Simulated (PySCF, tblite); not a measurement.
# C6H7FSi: geometry, infrared bands and NMR shifts

Aim: predict the infrared bands and NMR shifts of C6H7FSi (`Fc1ccccc1[SiH3]`).

Programs: tblite 0.8.0 and PySCF 2.14.0, with density-fitted response routines of our own. Each step states its level of theory. These are calculated values for one molecule in the gas phase, unless marked as measured. Atoms are numbered from 0 throughout.

## Step 1: Starting geometry

15 atoms, charge 0, multiplicity 1; geometry from: force field or distance geometry start.

Bonds of the start (Å): F0–C1 1.34, C1–C2 1.38, C2–C3 1.39, C3–C4 1.40, C4–C5 1.40, C5–C6 1.41, C6–Si7 1.86, C6–C1 1.40, C2–H8 1.09, C3–H9 1.09, C4–H10 1.09, C5–H11 1.09, Si7–H12 1.48, Si7–H13 1.49, Si7–H14 1.49.

## Step 2: Relaxing the molecule with GFN2-xTB

Job settings and geometry (Å):

```
{"job": {"kind": "relax", "xc": "GFN2-xTB", "basis": "xTB"}, "charge": 0, "multiplicity": 1}
F      0.525100     2.299200    -0.524900
C     -0.121800     1.168100    -0.212900
C     -1.483600     1.215300     0.017700
C     -2.189900     0.068100     0.340800
C     -1.505500    -1.149300     0.472500
C     -0.128700    -1.199600     0.243400
C      0.595400    -0.034400    -0.097100
Si     2.435500    -0.076700    -0.384700
H     -2.005600     2.165000    -0.078800
H     -3.266000     0.097900     0.524300
H     -2.048100    -2.056100     0.724900
H      0.377900    -2.162700     0.346100
H      3.133900     0.792500     0.591500
H      2.931900    -1.471900    -0.210600
H      2.745100     0.352600    -1.774000
```

Run with:

```sh
> OMP_NUM_THREADS=1 python probes_run.py task.json out
```

One launch serves the whole session: the jobs run in the order shown.

**Question.** This job is followed by: GFN2-xTB harmonic vibrations, gas phase; GIAO PBE0/pcSseg-1 NMR shielding, non-relativistic, gas phase. Predict these results of the whole session: strongest single infrared mode (GFN2-xTB); zero-point energy (GFN2-xTB); 13C shifts against TMS (PBE0/pcSseg-1); 1H shifts against TMS (PBE0/pcSseg-1, means over atoms taken as alike); 19F shifts against CFCl3 (PBE0/pcSseg-1); 29Si shifts against TMS (PBE0/pcSseg-1).

The runs gave:

| quantity | value |
| --- | --- |
| strongest single infrared mode (GFN2-xTB) | 789 cm⁻¹, 471 km/mol |
| zero-point energy (GFN2-xTB) | 64.8 kcal/mol |
| 13C shifts against TMS (PBE0/pcSseg-1) | 177.4, 142.8, 138.2, 128.8, 123.3, 120.0 ppm |
| 1H shifts against TMS (PBE0/pcSseg-1, means over atoms taken as alike) | 7.80, 7.71, 7.38, 7.32, 4.57 ppm |
| 19F shifts against CFCl3 (PBE0/pcSseg-1) | -102.9 ppm |
| 29Si shifts against TMS (PBE0/pcSseg-1) | -75.0 ppm |

**Reading.** The optimisation took 28 steps and gained 0.090 eV; among the close pairs (by a distance rule), C6–Si7 changed most, from 1.863 to 1.890 Å. No mode is imaginary among the 39: a minimum at this level. The strongest single mode, at 789 cm⁻¹, has its largest shares on H13, H14 and H12 (the list is cut at 3 atoms). GFN2-xTB is a fitted tight-binding method: band positions and strengths are rough. Its intensities can rank the bands wrongly. NICS(1)zz of -28 ppm above the planar ring from C1 marks a diatropic (aromatic) ring current.
